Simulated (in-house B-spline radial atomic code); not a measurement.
**Ta³⁺: ionisation energy by several methods**

One table from this session's results is given with a row withheld; the runs are named, their logs left out.

Program: in-house B-spline radial atomic code version 1. Level of theory: non-relativistic, several functionals, spin-polarised, exact exchange averaged over the configuration; spherical all-electron atom at the radial basis limit. These are calculated values, not measurements, unless marked.

## The atom as given

| Quantity | Value |
| --- | --- |
| element | tantalum (Z = 73) |
| charge | +3 |
| electrons | 70 |
| configuration | [Xe] 4f14 5d2 |
| nucleus | point |

The outer shells:

[Xe] 4f14 5d2
```
[Xe] core
4f [↑↓][↑↓][↑↓][↑↓][↑↓][↑↓][↑↓]
5d [↑ ][↑ ][  ][  ][  ]
```

Where spins are not typed, each open shell is filled with up spins first.

The first run:

The run's settings:

```ini
Z = 73
electrons = 70.0
configuration = [Xe] 4f14 5d2
hamiltonian = nr
method = hse06
spin_polarised = True
exact_exchange = averaged over the configuration
```

Run with:

```sh
> python run_scf.py task.json out
```

The settings of every run stand in task.json; they run in order.

Steps of the session up to this table: HSE06, a range-separated hybrid; M06-2X, a global hybrid; B97-1, a global hybrid; LC-ωPBE, a range-separated hybrid; CAM-B3LYP, a range-separated hybrid; TPSSh, a global hybrid.

One of the session's tables, all rows but one given; the rest of the session is left out.

```
   method  ΔSCF (eV)
   M06-2X          ?
    B97-1     36.370
    TPSSh     36.466
    HSE06     36.544
  LC-ωPBE     36.535
CAM-B3LYP     36.589
```

Estimate the missing values for M06-2X.

**Answer.** ΔSCF (eV): 36.538. In the column «ΔSCF (eV)» it lies between LC-ωPBE (36.535) and HSE06 (36.544).

Caveats from the session: These runs leave out relativity, which matters at this nuclear charge.
